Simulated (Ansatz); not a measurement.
# H2AuF6 (element-swapped structure): how the settings move a single-point run

How sensitive is a single-point run of H2AuF6 (element-swapped structure) to its settings? A reference run comes first, then four runs with altered input.

Method: reference: DFT r2SCAN, plane waves, PAW, scalar-relativistic, no spin polarisation, in Ansatz 0.2.0.

**1. The starting structure**

The structure is triclinic, space group P-1 (No. 2). Conventional cell: a = 4.855 Å, b = 4.880 Å, c = 4.923 Å, α = 101.33°, β = 90.69°, γ = 102.07°. F (site symmetry 1) has 1 Au at 1.86 Å as nearest neighbours. Au (site symmetry -1) has 6 F at 1.86 Å as nearest neighbours. H (site symmetry 1) has 1 H at 1.08 Å as nearest neighbours.

Structure file:

```
F Au H
1.0
     4.85525    0.00000    0.00000
    -1.02054    4.77178    0.00000
    -0.05937   -1.00168    4.81936
F Au H
6 1 2
Direct
  0.08360 0.76710 0.67940
  0.91640 0.23290 0.32060
  0.30570 0.95310 0.20260
  0.69430 0.04690 0.79740
  0.22820 0.32190 0.91010
  0.77180 0.67810 0.08990
  0.00000 0.00000 0.00000
  0.53920 0.42760 0.55360
  0.46080 0.57240 0.44640
```

**2. Baseline**

input.yaml reads:

```yaml
crystal:
  lattice:
    - [4.855249, 0.0, 0.0]
    - [-1.020541, 4.771783, 0.0]
    - [-0.059366, -1.001681, 4.819358]
  atoms:
    - { symbol: F, position: [0.0836, 0.7671, 0.6794] }
    - { symbol: F, position: [0.9164, 0.2329, 0.3206] }
    - { symbol: F, position: [0.3057, 0.9531, 0.2026] }
    - { symbol: F, position: [0.6943, 0.0469, 0.7974] }
    - { symbol: Au, position: [0.0, 0.0, 0.0] }
    - { symbol: H, position: [0.5392, 0.4276, 0.5536] }
    - { symbol: H, position: [0.4608, 0.5724, 0.4464] }
    - { symbol: F, position: [0.2282, 0.3219, 0.9101] }
    - { symbol: F, position: [0.7718, 0.6781, 0.0899] }
kpoints:
  mp_grid: { grid: [4, 4, 4], shift: [0.5, 0.0, 0.5] }
magnetization:
  spin_polarized: false
scf:
  occupations: { method: cold, width: 0.0413 }
hamiltonian:
  pseudopotentials: { kind: paw }
  xc: r2scan
basis:
  ecutwfc: 500
output:
  forces: true
  stress: true
  eigenvalues: true
```

Command:

```console
$ ansatz run input.yaml --threads 1 --pin off --max-ram 2560MiB --backend cpu --events-out ev --progress --plain --runs-dir out
```

**3. Changed: ecutrho_ratio 8**

input.yaml, as its differences from that of step 2:

```diff
@@ -26,2 +26,3 @@
   ecutwfc: 500
+  ecutrho_ratio: 8
 output:
```

**4. Variant: n_extra_bands 16, hubbard.sites [{species: Au, l: d, u_eff: 8.0}], hubbard.double_counting amf**

input.yaml, as its differences from that of step 2:

```diff
@@ -21,2 +21,3 @@
   occupations: { method: cold, width: 0.0413 }
+  n_extra_bands: 16
 hamiltonian:
@@ -24,2 +25,3 @@
   xc: r2scan
+  hubbard: { sites: [{ species: Au, l: d, u_eff: 8.0 }], double_counting: amf }
 basis:
```

**5. A further run, with the input changed**

input.yaml, as its differences from that of step 2:

```diff
@@ -21,2 +21,3 @@
   occupations: { method: cold, width: 0.0413 }
+  convergence: { dr2_threshold: 0.0001 }
 hamiltonian:
```

**7. Changing settings: occupations.method gaussian, occupations.width 0.001**

input.yaml, as its differences from that of step 2:

```diff
@@ -20,3 +20,3 @@
 scf:
-  occupations: { method: cold, width: 0.0413 }
+  occupations: { method: gaussian, width: 0.001 }
 hamiltonian:
```

(Steps that only read results are left out.)

**Question.** What will these runs give? Wanted: for each run, ending; energy change; pressure; gap; force.

**Answer**, as computed:

```tsv
run	ending	energy change	pressure (GPa)	gap (eV)	force (eV/Å)	cycles	time
reference	converged	0	3.1	0.00	3.50	11	12 s
1: ecutrho_ratio 8	converged	0.0 meV/atom	3.1	0.00	3.50	11	20 s
2: n_extra_bands 16, hubbard.sites [{species: Au, l: d, u_eff: 8.0}], hubbard.double_counting amf	converged	-184.8 meV/atom (U changed: no physical gain or loss)	2.2	0.00	3.14	17	19 s
3: dr2_threshold 0.0001	converged	0.0 meV/atom	3.1	0.00	3.50	8	11 s
4: occupations.method gaussian, occupations.width 0.001	converged	-0.1 meV/atom (σ→0)	3.1	0.02	3.50	10	12 s
```

Residual by cycle in the longest SCF loop of each run; runs are numbered as in the table. The quantity is the density residual dr2, in eV.

```tsv
cycle	reference	run 1	run 2	run 3	run 4
1	0.278	0.278	3.04	0.278	0.266
2	0.0768	0.0773	2.26	0.0768	0.0146
4	0.00489	0.00478	0.6	0.00489	8.4e-4
5	0.0024	0.00239	0.094	0.0024	6.2e-4
7	9.6e-5	9.2e-5	0.00464	9.6e-5	3.4e-6
8	2.5e-5	2.4e-5	0.00127	2.5e-5	2.0e-6
10	1.5e-6	1.4e-6	1.4e-4	-	2.7e-8
11	4.8e-8	1.8e-8	5.8e-5	-	-
13	-	-	9.6e-6	-	-
14	-	-	2.0e-6	-	-
16	-	-	1.0e-7	-	-
17	-	-	2.3e-8	-	-
```

What this shows: A changed U is a change of model: its shifts are not errors of convergence.

The reference has limits of its own: it is run without spin, though an odd electron count or open d shells could carry moments; its mesh is coarse for a cell with so small a gap or none; the cell is far from equilibrium (3 GPa, forces up to 3.5 eV/Å), so its values aren't those of the relaxed material; the structure is made up and not relaxed.
